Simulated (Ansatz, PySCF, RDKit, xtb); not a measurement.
**Solving C2HSe, step by step**

Only the formula C2HSe is given (odd number of electrons). Aim: find the structure of lowest free energy at 298.15 K, then its properties.

Plan: many cheap relaxations first (GFN2-xTB), then density-functional screening, relaxation at B3LYP-D3(BJ)/6-311G**, vibrations and a final energy. The numbers are computed, not measured.

6 further runs of the same task are left out: 6 set aside as unsound or not needed.

**1. Candidates**

All bonding patterns within simple valence rules are listed by program: one Lewis structure each, at most two rings and one unusual centre or charged pair. O–O, O–halogen and N–halogen bonds and N–N–N chains are not drawn. That gives 5 candidates.

```tsv
label	SMILES	spin
c150	[C]1=C[Se]1	doublet
c213	[C]=C[Se]	doublet
c390	C#C[Se]	doublet
c472	[C]#C[SeH]	doublet
c905	[C]#[Se]#C	doublet
```

Candidates are built by distance geometry, with a force field where one applies, in up to four conformers (letters a to d). 16 starts with atoms placed at random are added, to find patterns that the rules miss.

**Question.** With final energies at CCSD(T)/def2-TZVP, which structure will this search put lowest in free energy, and by what margin?

| quantity | value |
| --- | --- |
| lowest structure found | C#C[Se], doublet, C∞v |
| next finalist | [C]1=C[Se]1, doublet, 24.8 kcal/mol higher in G |
| share at equilibrium, among the finalists | 100.0 % |
| harmonic wavenumbers, lowest and highest (B3LYP-D3(BJ)/6-311G**) | 297 and 3463 cm⁻¹ |
| rotational constants, same geometry | 0.1333 cm⁻¹ |
| dipole moment (PBE0/def2-TZVPD) | 0.93 D |
| HOMO energy (highest over α and β) (PBE0/def2-TZVPD) | -6.61 eV |
| LUMO energy (lowest over α and β) (PBE0/def2-TZVPD) | -4.44 eV |
| lowest excitation (TD-B3LYP/def2-SVPD) | 0.05 eV (f = 0.000) |
| strongest of the states computed, same level | 3.40 eV (f = 0.042) |
| vertical ionisation energy (to the singlet cation) | 10.02 eV |
| vertical electron affinity | 2.45 eV |
| vertical quartet less doublet | +4.68 eV |

`C#C[Se]` comes out lowest. Among the finalists first place is clear (24.8 kcal/mol); structures outside the list aren't covered. GFN2-xTB, HF/STO-3G, r2SCAN-D4/def2-SVP, B3LYP-D3(BJ)/6-311G**, HF/def2-TZVP and MP2/def2-TZVP already put its bonding pattern lowest among the structures in one piece. The lowest root, under 0.4 eV, can be the other component of a degenerate ground state rather than an excitation. The stability test raises a flag; for an open shell a flag towards a general spinor solution can be the free rotation of the spin. Lowest found is not proven lowest: the search is finite, and each finalist counts with one conformer.
